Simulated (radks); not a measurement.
# Dipole-allowed lines with 19 electrons: Ca⁺

The task here is to estimate one member of a computed series from the others.

Method: non-relativistic Kohn-Sham, exchange-only LDA, spin-polarised, spherical densities, point nucleus; open shells are filled with parallel spins first. Code: radks (a radial shooting solver on a logarithmic mesh, Libxc functionals) version 1.

**The atom as given**

* species: Ca⁺ ([Ar] 4s1)

Set-up of the first run:

The run's settings:

```text
Z 20
configuration [Ar] 4s1 3d0 4p0 5s0 4f0
relativity non-relativistic
functional lda,
spin polarised
nucleus point
response adiabatic LDA kernel, real frequencies
```

Started as:

```sh
$ python run_ks.py task.json out
```

This one command runs every case of the session in turn.

Steps of the session up to this table: Ca⁺, [Ar] 4s1.

One of the session's tables, all rows but one given; the rest of the session is left out.

It belongs to the step «Ca⁺, [Ar] 4s1». From the orbitals of this run (lengths in bohr):

| level | <r> | outermost maximum (interpolated) | 90 % within | nodes |
| --- | --- | --- | --- | --- |
| 3d down | 1.876 | 1.24 | 3.24 | 0 |
| 4s down | ? | ? | ? | ? |
| 4p up | 4.392 | 3.84 | 6.47 | 2 |
| 4p down | 4.845 | 3.90 | 7.46 | 2 |
| 5s up | 8.316 | 7.75 | 12.0 | 4 |
| 5s down | 9.948 | 9.04 | 14.3 | 4 |
| 4f up | 13.03 | 10.7 | 20.1 | 0 |
| 4f down | 17.84 | 15.9 | 25.8 | 0 |

Q: Estimate the row for 4s down from the others.

The run gave: <r>: 3.627; outermost maximum (interpolated): 3.06; 90 % within: 5.44; nodes: 3. In the column «<r>» it lies between 3d down (1.876) and 4p up (4.392).
